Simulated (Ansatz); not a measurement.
**LuBi2BrO4 (P4/mmm): the equilibrium volume**

Aim: the volume at which the pressure of LuBi2BrO4 (P4/mmm) vanishes.

Program: Ansatz 0.2.0. Level of theory: DFT PBEsol, scalar-relativistic, plane waves, PAW. These are calculated values, not measurements.

3 further runs of the same task are left out: 3 set aside as unsound or not needed.

## (1) Starting point

It takes space group P4/mmm (No. 123, tetragonal). Conventional cell: a = 3.854 Å, b = 3.854 Å, c = 9.150 Å, α = 90.00°, β = 90.00°, γ = 90.00°. Lu (site symmetry 4/mmm) has 8 O at 2.34 Å as nearest neighbours. Bi (site symmetry 4mm) has 4 O at 2.24 Å as nearest neighbours. Br (site symmetry 4/mmm) is surrounded by 8 Bi at 3.44 Å. O (site symmetry 2mm) is surrounded by 2 Bi at 2.24 Å and 2 Lu at 2.34 Å.

Coordinates:

```
Lu Bi Br O
1.0
     3.85356    0.00000    0.00000
     0.00000    3.85356    0.00000
     0.00000    0.00000    9.15030
Lu Bi Br O
1 2 1 4
Cartesian
  0.0000 0.0000 0.0000
  1.9268 1.9268 6.6733
  1.9268 1.9268 2.4770
  0.0000 0.0000 4.5751
  1.9268 0.0000 7.8144
  0.0000 1.9268 7.8144
  1.9268 0.0000 1.3359
  0.0000 1.9268 1.3359
```

## (2) At the starting volume (PBEsol, 6×6×2 mesh)

The input, input.yaml:

```yaml
crystal:
  lattice:
    - [3.85356012, 0.0, 0.0]
    - [0.0, 3.85356012, 0.0]
    - [0.0, 0.0, 9.15029897]
  atoms:
    - { symbol: Lu, position: [0.0, 0.0, 0.0] }
    - { symbol: Bi, position: [0.5, 0.5, 0.7293] }
    - { symbol: Bi, position: [0.5, 0.5, 0.2707] }
    - { symbol: Br, position: [0.0, 0.0, 0.5] }
    - { symbol: O, position: [0.5, 0.0, 0.854] }
    - { symbol: O, position: [0.0, 0.5, 0.854] }
    - { symbol: O, position: [0.5, 0.0, 0.146] }
    - { symbol: O, position: [0.0, 0.5, 0.146] }
basis:
  ecutwfc: 420
kpoints:
  mp_grid: { grid: [6, 6, 2] }
hamiltonian:
  xc: pbesol
scf:
  occupations: { method: gaussian, width: 0.1 }
output:
  forces: true
  stress: true
  eigenvalues: true
```

Launch:

```sh
> ansatz run input.yaml --threads 8 --pin off --max-ram 14336MiB --backend cpu --events-out ev --progress --plain --runs-dir out
```

The runs that follow: Relaxing cell and atoms.

Before running it: what results should come out? Wanted: volume; pressure; conventional cell; gap on the mesh.

The runs gave:

| quantity | value |
| --- | --- |
| volume | 16.700 Å³/atom |
| pressure | -0.01 GPa |
| conventional cell | a = 3.835 Å, b = 3.835 Å, c = 9.083 Å, α = 90.00°, β = 90.00°, γ = 90.00° |
| gap on the mesh | 1.26 eV |

Over the 2 runs shown the cell moved from 16.99 to 16.70 Å³/atom, a change of -1.7 %, where the pressure is zero within 0.01 GPa. Spin–orbit coupling is left out, though the cell holds Bi; in elements this heavy it can shift levels and gaps by tenths of an eV. No dispersion term is included, so distances between weakly bound layers or units are the least certain numbers.

The gaps are Kohn-Sham values of a semilocal functional, not quasiparticle or optical gaps. Such gaps usually fall short of the measured ones; spin-orbit coupling, left out here, narrows gaps with Bi, so the two errors partly cancel.
